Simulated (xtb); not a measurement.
**CHBS2 (SMILES S=C1BS1) at GFN2-xTB**

We compute a structure relaxation of CHBS2. 

Program for the calculation: xtb 6.7.1 later snapshot.

5 further runs of the same task are left out: 5 set aside as unsound or not needed.

**1. The system as given**

CHBS2 has 5 atoms, charge 0, and is taken as a singlet. SMILES: `S=C1BS1`. All atoms were displaced at random from a relaxed shape. The run starts from this shape.

Bond lengths: S1–C2 1.619 Å, C2–B3 1.445 Å, C2–S4 1.780 Å, B3–S4 1.663 Å, B3–H5 1.263 Å. Angles: S1–C2–B3 168.9°, S1–C2–S4 130.0°, B3–C2–S4 61.0°, C2–B3–S4 69.5°, C2–S4–B3 49.5°, C2–B3–H5 148.8°, S4–B3–H5 141.7°.

**2. A structure relaxation at GFN2-xTB**

struc.xyz reads:

```xyz
5

S     -0.742030    -1.768140     1.294130
C     -0.240050    -0.532470     0.376300
B      0.423400     0.580340    -0.264540
S     -1.074900     0.326290    -0.940210
H      1.452030     1.304160    -0.379350
```

Launch:

```console
$ xtb --opt lax --uhf 0 -- struc.xyz | tee struc.out
```

**Question.** What will come out? Wanted: total energy at the end; dipole moment; HOMO energy; LUMO energy; HOMO–LUMO gap; dispersion energy; mean polarisability.

Answer, from the run:

Level: GFN2-xTB.

| quantity | value |
| --- | --- |
| total energy at the end | -10.33601 Eh |
| dipole moment | 2.37 D |
| HOMO energy | -10.13 eV |
| LUMO energy | -9.04 eV |
| HOMO–LUMO gap | 1.09 eV |
| dispersion energy | -9.10 kJ/mol |
| mean polarisability (D4 model) | 59.3 bohr³ |

**Reading.** At the final geometry: Bond lengths: S1–C2 1.596 Å, C2–B3 1.479 Å, C2–S4 1.838 Å, B3–S4 1.761 Å, B3–H5 1.151 Å. Angles: S1–C2–B3 164.7°, S1–C2–S4 132.3°, B3–C2–S4 63.0°, C2–B3–S4 68.5°, C2–S4–B3 48.5°, C2–B3–H5 151.1°, S4–B3–H5 140.4°. The optimisation took 6 steps and changed the energy by -0.306 eV. Mulliken charges run from -0.17 on S1 to +0.25 on B3.
